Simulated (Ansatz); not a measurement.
Predict the output of the script below (the Python package of Ansatz (0.2.0)).

`field.py`
```python
# -*- coding: utf-8 -*-
"""Dipole of C2H5Sn in the field of point charges."""

import warnings

import ansatz
import numpy as np

params = {
    "basis_set": "def2-SVPD",
    "functional": "B3LYP",
}

warnings.simplefilter("ignore", ansatz.DeckWarning)

molecule = (
    ansatz.Crystal.molecule()
    .atom("C", [-0.7929, 0.8198, -0.5482])
    .atom("C", [-0.0248, 0.6842, 0.4727])
    .atom("Sn", [1.0221, -1.1268, 0.6833])
    .atom("H", [-0.8965, 0.0943, -1.3055])
    .atom("H", [-1.3862, 1.7885, -0.6855])
    .atom("H", [0.103, 1.4887, 1.2103])
    .atom("H", [2.1061, -1.3651, -0.6981])
    .atom("H", [-0.0386, -2.4406, 0.8152])
)

setup = (
    molecule.calculation()
    .basis(gaussian=params["basis_set"])
    .functional(params["functional"])
    .spin("collinear", total=1)
    .forces()
)
# charges +q and -q at -R and +R make a nearly even field 2 k q / R^2 at the centre
centre = np.mean([site.position_ang for site in molecule.cartesian_sites], axis=0)
field = 2 * 14.399645 * 2.0 / 30.0 ** 2


def dipole(axis, sign):
    arm = 30.0 * np.eye(3)[axis]
    pair = [{"charge": sign * 2.0, "position_ang": (centre - arm).tolist()}, {"charge": -sign * 2.0, "position_ang": (centre + arm).tolist()}]
    deck = setup.input().set(ansatz.key.basis.gaussian.point_charges, pair)
    return np.array(ansatz.Session.from_dict(deck).plan().execute().report["charge_distribution"]["dipole_moment_e_ang"])


print(f"field {field:.4f} V/A")
alpha = np.array([(dipole(axis, 1) - dipole(axis, -1)) / (2 * field) * 14.399645 for axis in range(3)])
print("polarisability tensor (A^3)")
print(np.array2string(alpha, precision=3, suppress_small=True))
print(f"mean {np.trace(alpha) / 3:.3f} A^3 = {np.trace(alpha) / 3 / 0.14818471:.2f} bohr^3")
```

`python field.py` gives:
```text
field 0.0640 V/A
polarisability tensor (A^3)
[[10.544 -1.57   0.801]
 [-1.554 11.211 -0.639]
 [ 0.809 -0.626  9.997]]
mean 10.584 A^3 = 71.42 bohr^3
```

The geometry is a force-field or estimated start, not a minimum of this method, and the basis set is short of its limit. The field of two point charges is only nearly even. def2 sets replace the cores of elements past krypton by effective core potentials. The species is open-shell (spin multiplicity 2). b3lyp holds the VWN-RPA fit, as in Gaussian; the form of ORCA and Turbomole is b3lyp5. Wall time of the script: 55 s on 1 thread of Arm Neoverse V1 (shared host), peak memory 0.39 GiB.

(A comment or docstring line of the script was reworded after the run, the code is as it ran; lines on the test bed's own set-up are left out of the output.)
